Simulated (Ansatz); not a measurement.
# AgS: the cost of one run

Program: Ansatz 0.2.0. Level of theory: DFT PBE, scalar-relativistic, plane waves, PAW. These are calculated values, not measurements.

1 further run of the same task is left out (it didn't finish).

### 1 The structure to begin with

Symmetry: Fm-3m, No. 225, cubic system. Conventional cell: a = 5.282 Å, b = 5.282 Å, c = 5.282 Å, α = 90.00°, β = 90.00°, γ = 90.00°. Ag (site symmetry m-3m) has 6 S at 2.64 Å as nearest neighbours. Around S (site symmetry m-3m) lie 6 Ag at 2.64 Å.

As a file:

```
CELL_PARAMETERS angstrom
1.86634 1.07753 3.05405
-1.86634 1.07753 3.05405
0.00000 -2.15506 3.05405
ATOMIC_POSITIONS crystal
Ag 0.50000 0.50000 0.50000
S 0.00000 0.00000 0.00000
```

The cell was relaxed beforehand at this level, from a generated guess; it is a trial structure. At a tolerance of 0.05 Å it has space group Fm-3m (No. 225); it has 18.43 Å³/atom, an uncorrected energy of +0.07 eV/atom over the elements.

### 2 Static run: bands, density of states and charges

File input.yaml:

```yaml
crystal:
  lattice:
    - [1.8663403727, 1.0775321166, 3.0540518023]
    - [-1.8663403727, 1.0775321166, 3.0540518023]
    - [0.0, -2.1550642332, 3.0540518023]
  atoms:
    - { symbol: Ag, position: [0.5, 0.5, 0.5] }
    - { symbol: S, position: [0.0, 0.0, 0.0] }
basis:
  ecutwfc: 420
kpoints:
  mp_grid: { grid: [18, 18, 18] }
  band_path:
    path:
      - [[0.0, 0.0, 0.0], [0.5, 0.5, 0.5], [0.75034512, 0.24965488, 0.5]]
      - [[0.5, -0.24965488, 0.24965488], [0.5, 0.0, 0.0], [0.0, 0.0, 0.0], [0.37482744, -0.37482744, 0.0]]
      - [[0.62517256, 0.0, 0.37482744], [0.5, 0.0, 0.5], [0.0, 0.0, 0.0]]
    npoints: 14
hamiltonian:
  xc: pbe
scf:
  occupations: { method: gaussian, width: 0.1 }
  n_extra_bands: 6
output:
  forces: true
  stress: true
  eigenvalues: true
  populations: true
  dos: { projected: true, de: 0.02, nscf_kmesh: { grid: [22, 22, 22] } }
  bader: true
  write_density: true
  write_potential: true
  elf: true
  volumetric_format: npy
```

Command:

```sh
ansatz run input.yaml --threads 1 --pin off --max-ram 2048MiB --backend cpu --events-out ev --progress --plain --runs-dir out
```

**Question.** How long does this run take on 1 thread of Arm Neoverse V2, shared host, and how much memory does it need?

About 46 s, with a peak of 0.69 GiB.
